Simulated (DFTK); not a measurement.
**HPbNO4 in DFTK: the effect of functional**

Crystal: HPbNO4.

```
CELL_PARAMETERS angstrom
6.85876 0.00000 -0.01491
0.00000 4.22865 0.00000
-3.37519 0.00000 7.28194
ATOMIC_POSITIONS crystal
H 0.22549 0.75000 0.50730
H 0.77451 0.25000 0.49270
Pb 0.30229 0.25000 0.28494
Pb 0.69771 0.75000 0.71506
N 0.21484 0.75000 0.83567
N 0.78516 0.25000 0.16433
O 0.33078 0.75000 0.45338
O 0.40909 0.75000 0.86901
O 0.15508 0.75000 0.96537
O 0.07083 0.75000 0.66955
O 0.66922 0.25000 0.54661
O 0.59091 0.25000 0.13099
O 0.84492 0.25000 0.03463
O 0.92917 0.25000 0.33045
```

The cell was built by a generator and needn't be a form met in nature.

Alike in all runs:

| Property | Result |
| --- | --- |
| Program | DFTK 0.8.2 |
| Task | single point |
| Potentials or basis | SG15 1.2 (PBE) |
| Cutoff | 1225 eV |
| k mesh | 2 × 3 × 2 |
| Occupations | fermi-dirac, width 0.05 eV |
| Spin | no spin polarisation |

Problem. One run gave: gap on the mesh 2.97 eV; pressure -3.6 GPa; largest force 0.67 eV/Å. Which functional did it use?
A. PBEsol
B. LDA
C. BLYP
D. RPBE

Solution. B.

| functional | gap on the mesh (eV) | pressure (GPa) | largest force (eV/Å) |
| --- | --- | --- | --- |
| LDA | 2.97 | -3.6 | 0.67 |
| PBEsol | 3.03 | -1.9 | 0.31 |
| RPBE | 3.10 | 2.1 | 0.34 |
| BLYP | 3.05 | 2.5 | 0.66 |

Caveats: all runs use coarse meshes; the potentials were made for another functional, which shifts forces and pressure; spin-orbit coupling is left out, which as a rule narrows the gap of such compounds by several tenths of an eV; an odd mesh through Γ misses points on the zone boundary, where band edges often lie.

Runs at the PBE level aren't shown here.
